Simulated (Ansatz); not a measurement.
# A workflow on Al2Cl2 (SMILES [Al][Cl].[Al][Cl]), part 2 of 2

Ansatz 0.2.0.

### 6 All runs side by side

```tsv
run	level	fragment atoms	contact	partner	energy (Eh)	wall time
1	CCSD(T)/6-311+G** (Cartesian d past Ne)	–	–	base	-1403.394191	21 s
2	CCSD(T)/6-311+G** (Cartesian d past Ne)	(1, 2)	base	fragment	-701.699714	2 s
3	CCSD(T)/6-311+G** (Cartesian d past Ne, with ghost functions)	(1, 2)	base	fragment with ghosts	-701.701302	11 s
4	CCSD(T)/6-311+G** (Cartesian d past Ne)	(3, 4)	base	fragment	-701.699773	1.9 s
5	CCSD(T)/6-311+G** (Cartesian d past Ne, with ghost functions)	(3, 4)	base	fragment with ghosts	-701.701375	11 s
6	PBE-D3(BJ)-ATM/6-311+G** (Cartesian d past Ne)	–	–	base	-1404.753286	5.4 s
7	PBE-D3(BJ)-ATM/6-311+G** (Cartesian d past Ne)	(1, 2)	base	fragment	-702.371961	1.4 s
8	PBE-D3(BJ)-ATM/6-311+G** (Cartesian d past Ne, with ghost functions)	(1, 2)	base	fragment with ghosts	-702.372306	3.9 s
9	PBE-D3(BJ)-ATM/6-311+G** (Cartesian d past Ne)	(3, 4)	base	fragment	-702.372036	1.4 s
10	PBE-D3(BJ)-ATM/6-311+G** (Cartesian d past Ne, with ghost functions)	(3, 4)	base	fragment with ghosts	-702.372386	3.6 s
11	PBE-D3(BJ)-ATM/6-311+G** (Cartesian d past Ne)	–	–	contact x 0.9	-1404.741899	5.1 s
12	PBE-D3(BJ)-ATM/6-311+G** (Cartesian d past Ne, with ghost functions)	(1, 2)	contact x 0.9	fragment with ghosts	-702.372371	3.9 s
13	PBE-D3(BJ)-ATM/6-311+G** (Cartesian d past Ne, with ghost functions)	(3, 4)	contact x 0.9	fragment with ghosts	-702.372453	3.9 s
14	PBE-D3(BJ)-ATM/6-311+G** (Cartesian d past Ne)	–	–	contact x 1.15	-1404.756060	4.8 s
15	PBE-D3(BJ)-ATM/6-311+G** (Cartesian d past Ne, with ghost functions)	(1, 2)	contact x 1.15	fragment with ghosts	-702.372228	3.6 s
16	PBE-D3(BJ)-ATM/6-311+G** (Cartesian d past Ne, with ghost functions)	(3, 4)	contact x 1.15	fragment with ghosts	-702.372304	3.6 s
17	PBE-D3(BJ)-ATM/6-311+G** (Cartesian d past Ne)	–	–	contact x 1.4	-1404.751696	3.3 s
18	PBE-D3(BJ)-ATM/6-311+G** (Cartesian d past Ne, with ghost functions)	(1, 2)	contact x 1.4	fragment with ghosts	-702.372133	3.9 s
19	PBE-D3(BJ)-ATM/6-311+G** (Cartesian d past Ne, with ghost functions)	(3, 4)	contact x 1.4	fragment with ghosts	-702.372205	3.6 s
20	PBE-D3(BJ)-ATM/6-311+G** (Cartesian d past Ne)	–	–	contact x 1.8	-1404.746573	3.6 s
21	PBE-D3(BJ)-ATM/6-311+G** (Cartesian d past Ne, with ghost functions)	(1, 2)	contact x 1.8	fragment with ghosts	-702.372074	3.3 s
22	PBE-D3(BJ)-ATM/6-311+G** (Cartesian d past Ne, with ghost functions)	(3, 4)	contact x 1.8	fragment with ghosts	-702.372145	3.9 s
23	B3LYP-D4/6-311+G** (Cartesian d past Ne)	–	–	base	-1405.472757	7.5 s
24	B3LYP-D4/6-311+G** (Cartesian d past Ne)	(1, 2)	base	fragment	-702.735985	1.5 s
25	B3LYP-D4/6-311+G** (Cartesian d past Ne, with ghost functions)	(1, 2)	base	fragment with ghosts	-702.736325	5.1 s
26	B3LYP-D4/6-311+G** (Cartesian d past Ne)	(3, 4)	base	fragment	-702.736058	1.6 s
27	B3LYP-D4/6-311+G** (Cartesian d past Ne, with ghost functions)	(3, 4)	base	fragment with ghosts	-702.736403	5.4 s
28	B3LYP-D4/6-311+G** (Cartesian d past Ne)	–	–	contact x 0.9	-1405.460246	6.6 s
29	B3LYP-D4/6-311+G** (Cartesian d past Ne, with ghost functions)	(1, 2)	contact x 0.9	fragment with ghosts	-702.736391	4.8 s
30	B3LYP-D4/6-311+G** (Cartesian d past Ne, with ghost functions)	(3, 4)	contact x 0.9	fragment with ghosts	-702.736473	5.7 s
31	B3LYP-D4/6-311+G** (Cartesian d past Ne)	–	–	contact x 1.15	-1405.478551	6 s
32	B3LYP-D4/6-311+G** (Cartesian d past Ne, with ghost functions)	(1, 2)	contact x 1.15	fragment with ghosts	-702.736248	6 s
33	B3LYP-D4/6-311+G** (Cartesian d past Ne, with ghost functions)	(3, 4)	contact x 1.15	fragment with ghosts	-702.736324	5.7 s
34	B3LYP-D4/6-311+G** (Cartesian d past Ne)	–	–	contact x 1.4	-1405.477648	6.6 s
35	B3LYP-D4/6-311+G** (Cartesian d past Ne, with ghost functions)	(1, 2)	contact x 1.4	fragment with ghosts	-702.736157	5.4 s
36	B3LYP-D4/6-311+G** (Cartesian d past Ne, with ghost functions)	(3, 4)	contact x 1.4	fragment with ghosts	-702.736228	5.4 s
37	B3LYP-D4/6-311+G** (Cartesian d past Ne)	–	–	contact x 1.8	-1405.474371	6.9 s
38	B3LYP-D4/6-311+G** (Cartesian d past Ne, with ghost functions)	(1, 2)	contact x 1.8	fragment with ghosts	-702.736099	4.8 s
39	B3LYP-D4/6-311+G** (Cartesian d past Ne, with ghost functions)	(3, 4)	contact x 1.8	fragment with ghosts	-702.736169	4.8 s
40	PBE-D4/6-311+G** (Cartesian d past Ne)	–	–	base	-1404.753874	4.5 s
41	PBE-D4/6-311+G** (Cartesian d past Ne)	(1, 2)	base	fragment	-702.372145	1.3 s
42	PBE-D4/6-311+G** (Cartesian d past Ne, with ghost functions)	(1, 2)	base	fragment with ghosts	-702.372490	3.6 s
43	PBE-D4/6-311+G** (Cartesian d past Ne)	(3, 4)	base	fragment	-702.372220	1.3 s
44	PBE-D4/6-311+G** (Cartesian d past Ne, with ghost functions)	(3, 4)	base	fragment with ghosts	-702.372569	3.6 s
45	revPBE0-D3(BJ)/6-311+G** (Cartesian d past Ne)	–	–	base	-1405.148469	7.8 s
46	revPBE0-D3(BJ)/6-311+G** (Cartesian d past Ne)	(1, 2)	base	fragment	-702.571242	1.3 s
47	revPBE0-D3(BJ)/6-311+G** (Cartesian d past Ne, with ghost functions)	(1, 2)	base	fragment with ghosts	-702.571603	4.2 s
48	revPBE0-D3(BJ)/6-311+G** (Cartesian d past Ne)	(3, 4)	base	fragment	-702.571311	1.4 s
49	revPBE0-D3(BJ)/6-311+G** (Cartesian d past Ne, with ghost functions)	(3, 4)	base	fragment with ghosts	-702.571679	4.5 s
50	SVWN5/6-311+G** (Cartesian d past Ne)	–	–	base	-1400.361260	3.3 s
51	SVWN5/6-311+G** (Cartesian d past Ne)	(1, 2)	base	fragment	-700.173670	0.79 s
52	SVWN5/6-311+G** (Cartesian d past Ne, with ghost functions)	(1, 2)	base	fragment with ghosts	-700.174056	2.2 s
53	SVWN5/6-311+G** (Cartesian d past Ne)	(3, 4)	base	fragment	-700.173731	0.84 s
54	SVWN5/6-311+G** (Cartesian d past Ne, with ghost functions)	(3, 4)	base	fragment with ghosts	-700.174121	2.3 s
55	MP2/6-311+G** (Cartesian d past Ne)	–	–	base	-1403.336180	6.9 s
56	MP2/6-311+G** (Cartesian d past Ne)	(1, 2)	base	fragment	-701.670464	1 s
57	MP2/6-311+G** (Cartesian d past Ne, with ghost functions)	(1, 2)	base	fragment with ghosts	-701.671979	3.6 s
58	MP2/6-311+G** (Cartesian d past Ne)	(3, 4)	base	fragment	-701.670522	1 s
59	MP2/6-311+G** (Cartesian d past Ne, with ghost functions)	(3, 4)	base	fragment with ghosts	-701.672054	3.9 s
60	B97M-V/6-311+G** (Cartesian d past Ne)	–	–	base	-1405.035684	20 s
61	B97M-V/6-311+G** (Cartesian d past Ne)	(1, 2)	base	fragment	-702.515828	4.2 s
62	B97M-V/6-311+G** (Cartesian d past Ne, with ghost functions)	(1, 2)	base	fragment with ghosts	-702.516135	15 s
63	B97M-V/6-311+G** (Cartesian d past Ne)	(3, 4)	base	fragment	-702.515891	4.5 s
64	B97M-V/6-311+G** (Cartesian d past Ne, with ghost functions)	(3, 4)	base	fragment with ghosts	-702.516204	14 s
65	LC-wPBE/6-311+G** (Cartesian d past Ne)	–	–	base	-1404.943618	8.1 s
66	LC-wPBE/6-311+G** (Cartesian d past Ne)	(1, 2)	base	fragment	-702.472633	2.2 s
67	LC-wPBE/6-311+G** (Cartesian d past Ne, with ghost functions)	(1, 2)	base	fragment with ghosts	-702.473033	5.7 s
68	LC-wPBE/6-311+G** (Cartesian d past Ne)	(3, 4)	base	fragment	-702.472691	2.1 s
69	LC-wPBE/6-311+G** (Cartesian d past Ne, with ghost functions)	(3, 4)	base	fragment with ghosts	-702.473097	6 s
70	LC-wPBE/6-311+G** (Cartesian d past Ne)	–	–	contact x 0.9	-1404.930973	7.5 s
71	LC-wPBE/6-311+G** (Cartesian d past Ne, with ghost functions)	(1, 2)	contact x 0.9	fragment with ghosts	-702.473113	5.4 s
72	LC-wPBE/6-311+G** (Cartesian d past Ne, with ghost functions)	(3, 4)	contact x 0.9	fragment with ghosts	-702.473181	5.4 s
73	LC-wPBE/6-311+G** (Cartesian d past Ne)	–	–	contact x 1.15	-1404.948295	7.2 s
74	LC-wPBE/6-311+G** (Cartesian d past Ne, with ghost functions)	(1, 2)	contact x 1.15	fragment with ghosts	-702.472936	5.7 s
75	LC-wPBE/6-311+G** (Cartesian d past Ne, with ghost functions)	(3, 4)	contact x 1.15	fragment with ghosts	-702.472996	5.1 s
76	LC-wPBE/6-311+G** (Cartesian d past Ne)	–	–	contact x 1.4	-1404.947525	6.9 s
77	LC-wPBE/6-311+G** (Cartesian d past Ne, with ghost functions)	(1, 2)	contact x 1.4	fragment with ghosts	-702.472822	5.1 s
78	LC-wPBE/6-311+G** (Cartesian d past Ne, with ghost functions)	(3, 4)	contact x 1.4	fragment with ghosts	-702.472877	5.1 s
79	LC-wPBE/6-311+G** (Cartesian d past Ne)	–	–	contact x 1.8	-1404.946069	6.3 s
80	LC-wPBE/6-311+G** (Cartesian d past Ne, with ghost functions)	(1, 2)	contact x 1.8	fragment with ghosts	-702.472757	5.1 s
81	LC-wPBE/6-311+G** (Cartesian d past Ne, with ghost functions)	(3, 4)	contact x 1.8	fragment with ghosts	-702.472811	5.1 s
82	revPBE0-D4/6-311+G** (Cartesian d past Ne)	–	–	base	-1405.150970	7.5 s
83	revPBE0-D4/6-311+G** (Cartesian d past Ne)	(1, 2)	base	fragment	-702.572172	1.4 s
84	revPBE0-D4/6-311+G** (Cartesian d past Ne, with ghost functions)	(1, 2)	base	fragment with ghosts	-702.572533	4.8 s
85	revPBE0-D4/6-311+G** (Cartesian d past Ne)	(3, 4)	base	fragment	-702.572241	1.7 s
86	revPBE0-D4/6-311+G** (Cartesian d past Ne, with ghost functions)	(3, 4)	base	fragment with ghosts	-702.572609	5.1 s
87	revPBE0-D4/6-311+G** (Cartesian d past Ne)	–	–	contact x 0.9	-1405.139084	8.1 s
88	revPBE0-D4/6-311+G** (Cartesian d past Ne, with ghost functions)	(1, 2)	contact x 0.9	fragment with ghosts	-702.572604	4.8 s
89	revPBE0-D4/6-311+G** (Cartesian d past Ne, with ghost functions)	(3, 4)	contact x 0.9	fragment with ghosts	-702.572682	4.8 s
90	revPBE0-D4/6-311+G** (Cartesian d past Ne)	–	–	contact x 1.15	-1405.155950	6.9 s
91	revPBE0-D4/6-311+G** (Cartesian d past Ne, with ghost functions)	(1, 2)	contact x 1.15	fragment with ghosts	-702.572446	4.8 s
92	revPBE0-D4/6-311+G** (Cartesian d past Ne, with ghost functions)	(3, 4)	contact x 1.15	fragment with ghosts	-702.572518	4.8 s
93	revPBE0-D4/6-311+G** (Cartesian d past Ne)	–	–	contact x 1.4	-1405.152735	7.2 s
94	revPBE0-D4/6-311+G** (Cartesian d past Ne, with ghost functions)	(1, 2)	contact x 1.4	fragment with ghosts	-702.572346	4.5 s
95	revPBE0-D4/6-311+G** (Cartesian d past Ne, with ghost functions)	(3, 4)	contact x 1.4	fragment with ghosts	-702.572413	4.5 s
96	revPBE0-D4/6-311+G** (Cartesian d past Ne)	–	–	contact x 1.8	-1405.147178	6.6 s
97	revPBE0-D4/6-311+G** (Cartesian d past Ne, with ghost functions)	(1, 2)	contact x 1.8	fragment with ghosts	-702.572288	4.2 s
98	revPBE0-D4/6-311+G** (Cartesian d past Ne, with ghost functions)	(3, 4)	contact x 1.8	fragment with ghosts	-702.572354	4.2 s
99	HSE06/6-311+G** (Cartesian d past Ne)	–	–	base	-1404.833260	8.4 s
100	HSE06/6-311+G** (Cartesian d past Ne)	(1, 2)	base	fragment	-702.414032	1.7 s
101	HSE06/6-311+G** (Cartesian d past Ne, with ghost functions)	(1, 2)	base	fragment with ghosts	-702.414393	5.4 s
102	HSE06/6-311+G** (Cartesian d past Ne)	(3, 4)	base	fragment	-702.414098	1.7 s
103	HSE06/6-311+G** (Cartesian d past Ne, with ghost functions)	(3, 4)	base	fragment with ghosts	-702.414465	5.4 s
104	HSE06/6-311+G** (Cartesian d past Ne)	–	–	contact x 0.9	-1404.821277	9.6 s
105	HSE06/6-311+G** (Cartesian d past Ne, with ghost functions)	(1, 2)	contact x 0.9	fragment with ghosts	-702.414463	5.4 s
106	HSE06/6-311+G** (Cartesian d past Ne, with ghost functions)	(3, 4)	contact x 0.9	fragment with ghosts	-702.414538	5.4 s
107	HSE06/6-311+G** (Cartesian d past Ne)	–	–	contact x 1.15	-1404.836325	7.8 s
108	HSE06/6-311+G** (Cartesian d past Ne, with ghost functions)	(1, 2)	contact x 1.15	fragment with ghosts	-702.414307	5.4 s
109	HSE06/6-311+G** (Cartesian d past Ne, with ghost functions)	(3, 4)	contact x 1.15	fragment with ghosts	-702.414376	4.8 s
110	HSE06/6-311+G** (Cartesian d past Ne)	–	–	contact x 1.4	-1404.832665	7.2 s
111	HSE06/6-311+G** (Cartesian d past Ne, with ghost functions)	(1, 2)	contact x 1.4	fragment with ghosts	-702.414208	5.4 s
112	HSE06/6-311+G** (Cartesian d past Ne, with ghost functions)	(3, 4)	contact x 1.4	fragment with ghosts	-702.414272	5.4 s
113	HSE06/6-311+G** (Cartesian d past Ne)	–	–	contact x 1.8	-1404.829355	6.3 s
114	HSE06/6-311+G** (Cartesian d past Ne, with ghost functions)	(1, 2)	contact x 1.8	fragment with ghosts	-702.414149	4.8 s
115	HSE06/6-311+G** (Cartesian d past Ne, with ghost functions)	(3, 4)	contact x 1.8	fragment with ghosts	-702.414212	3.9 s
116	wB97X/6-311+G** (Cartesian d past Ne)	–	–	base	-1405.362427	17 s
117	wB97X/6-311+G** (Cartesian d past Ne)	(1, 2)	base	fragment	-702.682622	2.5 s
118	wB97X/6-311+G** (Cartesian d past Ne, with ghost functions)	(1, 2)	base	fragment with ghosts	-702.683000	9.3 s
119	wB97X/6-311+G** (Cartesian d past Ne)	(3, 4)	base	fragment	-702.682685	3.3 s
120	wB97X/6-311+G** (Cartesian d past Ne, with ghost functions)	(3, 4)	base	fragment with ghosts	-702.683068	8.4 s
```

### 7 Outcome

The summary covers parts 1 to 2.

| quantity | value |
| --- | --- |
| AlCl among ghost functions, run 120: total energy | -702.68307 Eh |
| interaction energy of the rigid parts AlCl and AlCl (parts in their own basis; closest atoms 2.65 Å apart), MP2/6-311+G** | 0.131 eV |
| interaction energy of the rigid parts AlCl and AlCl (parts in their own basis; closest atoms 2.65 Å apart), LC-wPBE/6-311+G** | 0.046 eV |
| interaction energy of the rigid parts AlCl and AlCl (parts in the whole basis, counterpoise; closest atoms 4.64 Å apart), HSE06/6-311+G** | -0.027 eV |
| energy change with the Al1–Al3 bond stretched from 2.649 to 4.638 Å, PBE-D3(BJ)-ATM/6-311+G** | 0.183 eV |
| energy change with the Al1–Al3 bond stretched from 2.649 to 3.008 Å, PBE-D3(BJ)-ATM/6-311+G** | -0.075 eV |
| energy change with the Al1–Al3 bond shortened from 2.649 to 2.416 Å, revPBE0-D4/6-311+G** | 0.323 eV |
| energy change with the Al1–Al3 bond shortened from 2.649 to 2.416 Å, HSE06/6-311+G** | 0.326 eV |
| energy change with the Al1–Al3 bond stretched from 2.649 to 3.008 Å, HSE06/6-311+G** | -0.083 eV |

What this shows: At MP2/6-311+G**: the interaction energy of the rigid parts AlCl and AlCl (parts in their own basis; closest atoms 2.65 Å apart) is 0.13 eV (3.0 kcal/mol): the parts repel at this shape. Without counterpoise this holds the superposition error of the basis. At LC-wPBE/6-311+G**: the interaction energy of the rigid parts AlCl and AlCl (parts in their own basis; closest atoms 2.65 Å apart) is 0.05 eV (4.5 kJ/mol): the parts repel at this shape. At HSE06/6-311+G**: the interaction energy of the rigid parts AlCl and AlCl (parts in the whole basis, counterpoise; closest atoms 4.64 Å apart) is −0.03 eV (−0.6 kcal/mol): the parts attract. At PBE-D3(BJ)-ATM/6-311+G**: with the Al1–Al3 bond stretched from 2.649 to 4.638 Å the energy rises by 0.18 eV (17.6 kJ/mol). The first shape isn't relaxed at this level, so the change isn't measured from a minimum. At PBE-D3(BJ)-ATM/6-311+G**: with the Al1–Al3 bond stretched from 2.649 to 3.008 Å the energy falls by 0.08 eV (1.7 kcal/mol). At revPBE0-D4/6-311+G**: with the Al1–Al3 bond shortened from 2.649 to 2.416 Å the energy rises by 0.32 eV (7.5 kcal/mol). Totals of different functionals can't be ranked against each other. In runs 1, 55 the log says that unrestricted orbitals would lower the reference, so the values rest on an unstable closed-shell determinant (other closed-shell runs at this shape may share the fault). All runs together took 11 min, the longest 21 s.
